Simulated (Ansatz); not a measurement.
# BClH5NSi: the cost of one run

Method: RKS B3LYP/def2-SVP, in Ansatz 0.2.0.

## (1) The system as given

Bond lengths: Si1–N2 1.749 Å, N2–B3 1.391 Å, B3–Cl4 1.720 Å, Si1–H5 1.466 Å, Si1–H6 1.463 Å, Si1–H7 1.459 Å, N2–H8 1.012 Å, B3–H9 1.169 Å. Angles: Si1–N2–B3 129.9°, Si1–N2–H8 114.2°, B3–N2–H8 115.9°, N2–Si1–H5 108.5°, N2–Si1–H6 105.0°, N2–Si1–H7 107.8°, H5–Si1–H6 111.3°, H5–Si1–H7 111.6°, H6–Si1–H7 112.3°, N2–B3–Cl4 119.5°, N2–B3–H9 120.9°, Cl4–B3–H9 119.6°.

As a file:

```xyz
9

Si    0.0823    1.3474    0.1583
N    -0.3542   -0.3439    0.2371
B     0.2103   -1.4413   -0.4042
Cl   -0.4701   -3.0029   -0.1689
H    -0.7810    2.0044   -0.8276
H    -0.1597    1.8644    1.5058
H     1.4883    1.4273   -0.2215
H    -1.1608   -0.5378    0.8166
H     1.1449   -1.3176   -1.0958
```

## (2) End point A

input.yaml reads:

```yaml
crystal:
  periodic: [false, false, false]
  atoms:
    - { symbol: Si, position_ang: [0.08234, 1.34736, 0.15831] }
    - { symbol: "N", position_ang: [-0.35424, -0.34394, 0.23711] }
    - { symbol: B, position_ang: [0.21027, -1.44126, -0.4042] }
    - { symbol: Cl, position_ang: [-0.47013, -3.00286, -0.16885] }
    - { symbol: H, position_ang: [-0.78102, 2.00444, -0.82756] }
    - { symbol: H, position_ang: [-0.15966, 1.86442, 1.50585] }
    - { symbol: H, position_ang: [1.48832, 1.42729, -0.22145] }
    - { symbol: H, position_ang: [-1.1608, -0.5378, 0.81661] }
    - { symbol: H, position_ang: [1.14492, -1.31765, -1.09581] }
basis:
  gaussian: { orbitals: def2-SVP }
hamiltonian:
  xc: b3lyp
relax:
  f_tol: 0.02
  max_steps: 50
```

Run with:

```
$ ansatz run input.yaml --threads 2 --pin off --max-ram 3072MiB --backend cpu --events-out ev --progress --plain --runs-dir out
```

Q: Estimate wall time and peak memory on 2 threads of Arm Neoverse V1, shared host.

About 28 s, with a peak of 0.17 GiB.
